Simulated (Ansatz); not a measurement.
What does this script print? It uses Ansatz's Python interface.

The script reads `cl2isi.xyz`:
```text
4

Cl   -0.53700   -0.33740    1.84840
Si   -0.19310   -0.56500   -0.15750
Cl    1.82280   -0.50320   -0.30320
I    -1.03720    1.34530   -1.40800
```

`ip.py`
```python
# -*- coding: utf-8 -*-
"""Removing and adding an electron on Cl2ISi at fixed geometry."""

import ansatz as az


def energy_of(molecule, charge=0, unpaired=0):
    calc = (
        molecule.calculation()
        .basis(gaussian="def2-SVPD")
        .functional("hf")
    )
    if charge:
        calc = calc.charge(charge)
    if unpaired:
        calc = calc.spin("collinear", total=unpaired)
    return calc.run(threads=1).report["free_energy_ev"]

system = az.Crystal.molecule_from_extxyz("cl2isi.xyz")

# total-energy differences at one geometry
parent = energy_of(system, 0, 1)
cation = energy_of(system, 1, 0)
print(f"E(N)   = {parent:.5f} eV")
print(f"E(N-1) = {cation:.5f} eV  (0 unpaired)")
print(f"vertical ionisation energy {cation - parent:.3f} eV")
other = energy_of(system, 1, 2)
print(f"to the state with 2 unpaired electrons: {other - parent:.3f} eV")
anion = energy_of(system, -1, 0)
print(f"E(N+1) = {anion:.5f} eV  (0 unpaired)")
print(f"vertical electron affinity {parent - anion:.3f} eV" + ("" if anion < parent else " (unbound in this basis)"))
print(f"fundamental gap IP - EA = {cation + anion - 2 * parent:.3f} eV")
```

```console
$ python ip.py
E(N)   = -40934.66574 eV
E(N-1) = -40925.62242 eV  (0 unpaired)
vertical ionisation energy 9.043 eV
to the state with 2 unpaired electrons: 9.458 eV
E(N+1) = -40935.98765 eV  (0 unpaired)
vertical electron affinity 1.322 eV
fundamental gap IP - EA = 7.721 eV
```

Reading the output:
- Total energies depend on the basis set; only differences at equal settings carry meaning.
- The geometry is a force-field or estimated start, not a minimum of this method, and the basis set is short of its limit. All parts are taken at fixed geometry, without zero-point energy. At an unrelaxed start these energies can be a whole eV from those at the minimum, and a small affinity can change sign.
- def2 sets replace the cores of elements past krypton by effective core potentials.
- The species is open-shell (spin multiplicity 2).
- Hartree-Fock leaves correlation out, so bond, atomisation and ionisation energies come out well too low.
- Only the spin states typed were run; another state of an ion can lie lower, by up to an eV or two.
- Run time: 22 s on 1 thread of Arm Neoverse V2, with other jobs on the host, peak memory 0.45 GiB.
